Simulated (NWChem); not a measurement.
# CHClGaNO (SMILES O=C=[N][GaH][Cl]) at B3LYP-D3(BJ)/6-31G(d)/LANL2DZ (core potential, spherical functions)

We compute a structure relaxation of CHClGaNO. 

The results are computed with NWChem 7.3.0.

## (1) Starting point

CHClGaNO has 6 atoms, charge 0, and is taken as a singlet. SMILES: `O=C=[N][GaH][Cl]`. The shape is that of a PBE0-D4/def2-TZVP optimisation. This is one conformer, not always the lowest. The run starts from this shape.

Bond lengths: O1–C2 1.163 Å, C2–N3 1.203 Å, N3–Ga4 1.824 Å, Ga4–Cl5 2.132 Å, Ga4–H6 1.540 Å. Angles: O1–C2–N3 176.4°, C2–N3–Ga4 142.4°, N3–Ga4–Cl5 115.2°, N3–Ga4–H6 121.8°, Cl5–Ga4–H6 123.0°.

## (2) A structure relaxation at B3LYP-D3(BJ)/6-31G(d)/LANL2DZ (core potential, spherical functions)

The input, chclgano.nw:

```
start chclgano
memory total 2200 mb
charge 0

geometry
  O    -0.700200   -2.626600   -0.696700
  C    -0.691800   -1.486000   -0.467600
  N    -0.756800   -0.304700   -0.247900
  Ga    0.248500    1.124400    0.275700
  Cl    2.297400    0.694600    0.677800
  H    -0.354900    2.534400    0.412700
end

basis "ao basis" spherical bse
  O library 6-31G*
  C library 6-31G*
  N library 6-31G*
  Ga library LANL2DZ
  Cl library 6-31G*
  H library 6-31G*
end

ecp bse
  Ga library LANL2DZ
end

dft
  xc b3lyp
  mult 1
  disp vdw 4
  grid fine
  convergence energy 1e-07
  iterations 100
  mulliken
  print low
end

driver
  maxiter 60
end

freq
  temp 3 298.15 400 700
end

task dft optimize
task dft frequencies
```

On the command line:

```bash
nwchem chclgano.nw > chclgano.out
```

The log of the run:

```text
[...]
 Group name             Cs
[...]
 d= 0,ls=0.0,diis     1   -630.9133043311 -7.64D+02  1.88D-02  9.07D-01     1.1
[...]
         Total DFT energy =     -631.023955176040
[...]
@    0    -631.02395518  0.0D+00  0.02605  0.01020  0.00000  0.00000     11.2
[...]
         Total DFT energy =     -631.024392997659
[...]
@    1    -631.02466959 -7.1D-04  0.00617  0.00291  0.01169  0.03412     24.1
[...]
@    7    -631.02523499 -2.4D-05  0.00127  0.00044  0.02538  0.05665     98.3
[...]
         Total DFT energy =     -631.025246999413
[...]
@    8    -631.02524700 -1.2D-05  0.00034  0.00012  0.01470  0.03678    109.9
[...]
         Total DFT energy =     -631.025247215068
[...]
         Total DFT energy =   -631.025247215068
                         DFT ENERGY GRADIENTS
    atom               coordinates                        gradient
                 x          y          z           x          y          z
   1 O       1.378795   6.110272   0.000000   -0.000003  -0.000018   0.000000
   2 C       0.291101   4.173171   0.000000    0.000003   0.000028   0.000000
   3 N      -0.935727   2.241599   0.000000    0.000015  -0.000001   0.000000
   4 Ga     -1.259638  -1.130543   0.000000    0.000060   0.000028   0.000000
   5 Cl      2.193411  -3.307217   0.000000   -0.000017   0.000010   0.000000
   6 H      -3.870058  -2.461469   0.000000   -0.000057  -0.000047   0.000000
[...]
@    9    -631.02524722 -2.2D-07  0.00007  0.00002  0.00065  0.00141    116.3
[...]
      Optimization converged
[...]
@    9    -631.02524722 -2.2D-07  0.00007  0.00002  0.00065  0.00141    116.3
[...]
 d= 0,ls=0.0,diis     2   -631.0252472286  9.33D-10  8.60D-07  1.46D-08   120.4
         Total DFT energy =     -631.025247228563
      One electron energy =    -1126.736872488178
           Coulomb energy =      415.671084384475
    Exchange-Corr. energy =      -50.306966805070
 Nuclear repulsion energy =      130.356147762979
    Dispersion correction =       -0.008640082768
[...]
 Zero-Point correction to Energy  =   13.402 kcal/mol  (  0.021357 au)
 Thermal correction to Energy     =   26.266 kcal/mol  (  0.041857 au)
 Thermal correction to Enthalpy   =   27.656 kcal/mol  (  0.044073 au)
 Total Entropy                    =  103.691 cal/mol-K
   - Translational                =   45.084 cal/mol-K (mol. weight = 146.9004)
   - Rotational                   =   30.659 cal/mol-K (symmetry #  =        1)
   - Vibrational                  =   27.948 cal/mol-K
 Cv (constant volume heat capacity) =   24.562 cal/mol-K
   - Translational                  =    2.979 cal/mol-K
   - Rotational                     =    2.979 cal/mol-K
   - Vibrational                    =   18.603 cal/mol-K
[...]
```

Wall time 5 min (1 thread of Intel Xeon Platinum 8488C (Sapphire Rapids), shared host); peak memory 0.18 GiB.

The path in brief:

| step | energy from the first frame kept (eV) |
| --- | --- |
| 0 | 0.0000 |
| 1 | -0.0194 |
| 2 | -0.0216 |
| 3 | -0.0291 |
| 4 | -0.0303 |
| 5 | -0.0324 |
| 6 | -0.0342 |
| 7 | -0.0348 |
| 8 | -0.0352 |
| 9 | -0.0352 |

After the run. Bond lengths: O1–C2 1.176 Å, C2–N3 1.211 Å, N3–Ga4 1.793 Å, Ga4–Cl5 2.160 Å, Ga4–H6 1.551 Å. Angles: O1–C2–N3 176.9°, C2–N3–Ga4 153.1°, N3–Ga4–Cl5 116.7°, N3–Ga4–H6 122.5°, Cl5–Ga4–H6 120.8°.

## (3) Summary of results

Level: B3LYP-D3(BJ)/6-31G*/LANL2DZ (core potential, spherical functions).

| quantity | value |
| --- | --- |
| total energy at the end | -631.02525 Eh |
| dispersion energy | -22.68 kJ/mol |
| lowest harmonic wavenumber | 51 cm⁻¹ |
| highest harmonic wavenumber | 2375 cm⁻¹ |
| zero-point energy | 56.1 kJ/mol |
| ideal-gas entropy at 298.15 K (symmetry number 1 as used) | 83.3 cal/(mol K) |

In words: At the final geometry: Bond lengths: O1–C2 1.176 Å, C2–N3 1.211 Å, N3–Ga4 1.793 Å, Ga4–Cl5 2.160 Å, Ga4–H6 1.551 Å. Angles: O1–C2–N3 176.9°, C2–N3–Ga4 153.1°, N3–Ga4–Cl5 116.7°, N3–Ga4–H6 122.5°, Cl5–Ga4–H6 120.8°. All 12 modes are real, so the shape is a minimum at this level. The optimisation took 10 steps and changed the energy by -0.035 eV. Mulliken charges run from -0.71 on N3 to +0.94 on Ga4; they depend strongly on the basis.
